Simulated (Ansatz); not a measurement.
# Rh: the cost of one run

Method: DFT LDA, scalar-relativistic, plane waves, PAW, in Ansatz 0.2.0.

31 further runs of the same task are left out: 31 set aside as unsound or not needed.

## (1) The structure to begin with

Symmetry: Fm-3m, No. 225, cubic system. Conventional cell: a = 3.754 Å, b = 3.754 Å, c = 3.754 Å, α = 90.00°, β = 90.00°, γ = 90.00°. Around Rh (site symmetry m-3m) lie 12 Rh at 2.65 Å.

Coordinates:

```
Rh
1.0
     0.00000    1.87704    1.87704
     1.87704    0.00000    1.87704
     1.87704    1.87704    0.00000
Rh
1
Direct
  0.00000 0.00000 0.00000
```

This cell was relaxed beforehand with the same method: volume 13.23 Å³/atom, gap on the mesh none (metal).

## (2) The scan

The energy is mapped over volume and a fixed ferromagnetic moment.

First coordinate, volume per atom: 7 values from 10.85 to 15.61 Å³. Second coordinate, total spin moment of the cell, held fixed: 9 values from 0.000 to 1.000 μB.

Nothing else is relaxed (shape and fractional coordinates fixed). Points are written as (first, second).

## (3) The run at (12.43 Å³, 0.000 μB)

File input.yaml:

```yaml
crystal:
  lattice:
    - [0.0, 1.8387187836, 1.8387187836]
    - [1.8387187836, 0.0, 1.8387187836]
    - [1.8387187836, 1.8387187836, 0.0]
  atoms:
    - { symbol: Rh, position: [0.0, 0.0, 0.0] }
basis:
  ecutwfc: 420
kpoints:
  mp_grid: { grid: [22, 22, 22] }
hamiltonian:
  xc: lda
  pseudopotentials: { kind: paw, azcp: { folder: soft_1 } }
scf:
  occupations: { method: gaussian, width: 0.15 }
  lower_state_search: "off"
output:
  forces: true
  stress: true
  eigenvalues: true
```

Launch:

```bash
ansatz run input.yaml --threads 1 --pin off --max-ram 2048MiB --backend cpu --events-out ev --progress --plain --runs-dir out
```

What time and memory should one allow on 1 thread of Arm Neoverse N1, shared host?

About 5.5 s, with a peak of 0.31 GiB.
